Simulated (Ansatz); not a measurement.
**Ge₃H₆: small, medium and large basis sets**

The task here is to estimate one member of a computed series from the others.

Computed with Ansatz 0.2.0, Gaussian basis. Level: one geometry, several basis sets.

Plan: PBE0-D4/def2-SVP; ωB97M-V/def2-SVP; PBE0-D4/def2-QZVPP; ωB97M-V/def2-QZVPP; the functionals' def2-TZVPP values are taken from earlier runs.

## Structure used throughout

An earlier PBE0-D4 in a triple-zeta def2 set relaxation fixed the geometry.

9 atoms, charge 0, spin multiplicity 1.

Atoms are counted from 1 here; the program's logs count them from 0.

Bond lengths: Ge1–Ge2 2.433 Å, Ge1–Ge3 2.433 Å, Ge1–H4 1.533 Å, Ge1–H5 1.533 Å, Ge2–Ge3 2.433 Å, Ge2–H6 1.533 Å, Ge2–H7 1.533 Å, Ge3–H8 1.533 Å, Ge3–H9 1.533 Å. Angles: Ge2–Ge1–Ge3 60.0°, Ge2–Ge1–H4 118.6°, Ge2–Ge1–H5 118.6°, Ge3–Ge1–H4 118.6°, Ge3–Ge1–H5 118.6°, H4–Ge1–H5 112.9°, Ge1–Ge2–Ge3 60.0°, Ge1–Ge2–H6 118.6°, Ge1–Ge2–H7 118.6°, Ge3–Ge2–H6 118.6°, Ge3–Ge2–H7 118.6°, H6–Ge2–H7 112.9°, Ge1–Ge3–Ge2 60.0°, Ge1–Ge3–H8 118.6°, Ge1–Ge3–H9 118.6°, Ge2–Ge3–H8 118.6°, Ge2–Ge3–H9 118.6°, H8–Ge3–H9 112.9°.

Set-up of the first run:

The input, in.yaml:

```yaml
crystal:
  periodic: [false, false, false]
  atoms:
    - {symbol: Ge, position_ang: [-0.982033, 0.315964, -0.953464]}
    - {symbol: Ge, position_ang: [1.283072, 0.563091, -0.100006]}
    - {symbol: Ge, position_ang: [-0.301034, -0.879099, 1.053512]}
    - {symbol: H, position_ang: [-1.196059, -0.481884, -2.244328]}
    - {symbol: H, position_ang: [-1.951291, 1.494609, -0.811924]}
    - {symbol: H, position_ang: [2.434344, -0.085178, -0.876548]}
    - {symbol: H, position_ang: [1.677835, 1.890545, 0.556293]}
    - {symbol: H, position_ang: [-0.104845, -2.396823, 0.971452]}
    - {symbol: H, position_ang: [-0.859979, -0.421215, 2.405033]}
basis:
  gaussian: {orbitals: def2-SVP}
hamiltonian: {xc: pbe0, dispersion: d4}
output: {orbitals: {seedname: orbitals}}
```

Steps of the session up to this table: PBE0-D4 in def2-SVP; ωB97M-V in def2-SVP; PBE0-D4 in def2-QZVPP; ωB97M-V in def2-QZVPP.

One of the session's tables, all rows but one given; the rest of the session is left out.

It belongs to the step «Functionals by basis». 

```
functional       basis  HOMO (eV)  LUMO (eV)
   PBE0-D4    def2-SVP      -6.73      -0.36
   PBE0-D4  def2-TZVPP      -6.74      -0.42
   PBE0-D4  def2-QZVPP      -6.74      -0.47
   ωB97M-V    def2-SVP          ?          ?
   ωB97M-V  def2-TZVPP      -8.65       1.44
   ωB97M-V  def2-QZVPP      -8.65       0.97
```

Estimate the missing values for ωB97M-V, def2-SVP.

**Answer.** HOMO (eV): -8.62; LUMO (eV): 1.55. In the column «HOMO (eV)» it lies between ωB97M-V, def2-QZVPP (-8.65) and PBE0-D4, def2-TZVPP (-6.74).
